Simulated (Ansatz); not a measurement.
# BaBe4: the cost of one run

Method: DFT PBE, scalar-relativistic, plane waves, PAW, in Ansatz 0.2.0.

### Step 1. Starting point

It takes space group P6/mmm (No. 191, hexagonal). The conventional cell has a = 5.064 Å, b = 5.064 Å, c = 3.593 Å, α = 90.00°, β = 90.00°, γ = 120.00°. Around Ba (site symmetry 6/mmm) lie 12 Be at 3.03 Å. Around Be (site symmetry 3m) lie 1 Be at 1.61 Å.

Structure file:

```cif
data_structure
_symmetry_space_group_name_H-M 'P6/mmm'
_symmetry_Int_Tables_number 191
_cell_length_a 5.0636
_cell_length_b 5.0636
_cell_length_c 3.5930
_cell_angle_alpha 90.000
_cell_angle_beta 90.000
_cell_angle_gamma 120.000
_cell_volume 79.78
loop_
_atom_site_label
_atom_site_type_symbol
_atom_site_symmetry_multiplicity
_atom_site_Wyckoff_symbol
_atom_site_fract_x
_atom_site_fract_y
_atom_site_fract_z
_atom_site_occupancy
Ba1 Ba 1 b 0.00000 0.00000 0.50000 1
Be1 Be 4 h 0.33333 0.66667 0.27615 1
```

A structure generator made this guess: random cell by space group and Wyckoff sites (P6/mmm, No. 191). Its size is a rough estimate.

### Step 2. Probe: one point on a coarse mesh

Contents of input.yaml:

```yaml
crystal:
  lattice:
    - [5.06358093, 0.0, 0.0]
    - [-2.53179047, 4.38518972, 0.0]
    - [0.0, 0.0, 3.59299391]
  atoms:
    - { symbol: Ba, position: [0.0, 0.0, 0.5] }
    - { symbol: Be, position: [0.33333333, 0.66666667, 0.27614797] }
    - { symbol: Be, position: [0.66666667, 0.33333333, 0.27614797] }
    - { symbol: Be, position: [0.66666667, 0.33333333, 0.72385203] }
    - { symbol: Be, position: [0.33333333, 0.66666667, 0.72385203] }
basis:
  ecutwfc: 420
kpoints:
  mp_grid: { grid: [6, 6, 6] }
hamiltonian:
  xc: pbe
scf:
  occupations: { method: gaussian, width: 0.1 }
  lower_state_search: "off"
output:
  forces: true
  stress: true
  eigenvalues: true
```

Started as:

```
> ansatz run input.yaml --threads 1 --pin off --max-ram 2560MiB --backend cpu --events-out ev --progress --plain --runs-dir out
```

**Question.** How long does this run take on 1 thread of Intel Xeon Platinum 8175M at 2.50GHz (Skylake/Cascade Lake), shared host, and how much memory does it need?

About 3.1 s, with a peak of 0.33 GiB.
